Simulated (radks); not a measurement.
# Ionisation of As: one atom, several choices of functional

One table from this session's results is given with a row withheld; the runs are named, their logs left out.

The numbers are computed with radks (a radial shooting solver on a logarithmic mesh, Libxc functionals) version 1 (scalar-relativistic Kohn-Sham, spin-polarised, spherical densities, finite nucleus; open shells are filled with parallel spins first), except any that are marked as measured or tabulated.

## Starting point

```
element       : arsenic (Z = 33)
charge        : 0
electrons     : 33
configuration : [Ar] 3d10 4s2 4p3
ion           : As⁺, [Ar] 3d10 4s2 4p2
choices       : revPBE; PBE; PBEsol; BLYP; TASK exchange with Perdew-Wang LDA correlation
```

Outer shells as boxes (Hund's rule):

As
```
[Ar] core
3d [↑↓][↑↓][↑↓][↑↓][↑↓]
4s [↑↓]
4p [↑ ][↑ ][↑ ]
```

As⁺
```
[Ar] core
3d [↑↓][↑↓][↑↓][↑↓][↑↓]
4s [↑↓]
4p [↑ ][↑ ][  ]
```

The first run:

Settings of this run:

```text
Z 33
configuration [Ar] 3d10 4s2 4p3
relativity scalar-relativistic
functional pbe_r,pbe
spin polarised
nucleus finite rms 4.0968 fm
c 137.035999084
```

Among the steps run: revPBE: As; revPBE: As⁺; PBE: As; PBE: As⁺; PBEsol: As; PBEsol: As⁺; BLYP: As; BLYP: As⁺; TASK exchange with Perdew-Wang LDA correlation: As; TASK exchange with Perdew-Wang LDA correlation: As⁺.

One table of the session follows, with a row left open; its other results are not shown here.

```
                                    functional  Δ-SCF (eV)  −ε(HOMO) (eV)  <r> HOMO (bohr)
                                        revPBE       9.879          5.899            2.508
                                           PBE       9.900          5.920            2.511
                                        PBEsol           ?              ?                ?
                                          BLYP       9.602          5.600            2.518
TASK exchange with Perdew-Wang LDA correlation      10.562          6.591            2.448
```

Q: Estimate the row for PBEsol from the others.

The run gave: Δ-SCF (eV): 9.896; −ε(HOMO) (eV): 5.909; <r> HOMO (bohr): 2.505. In the column «Δ-SCF (eV)» it lies between revPBE (9.879) and PBE (9.900).

Open shells are spherical and high-spin; term and fine-structure splittings are not resolved.
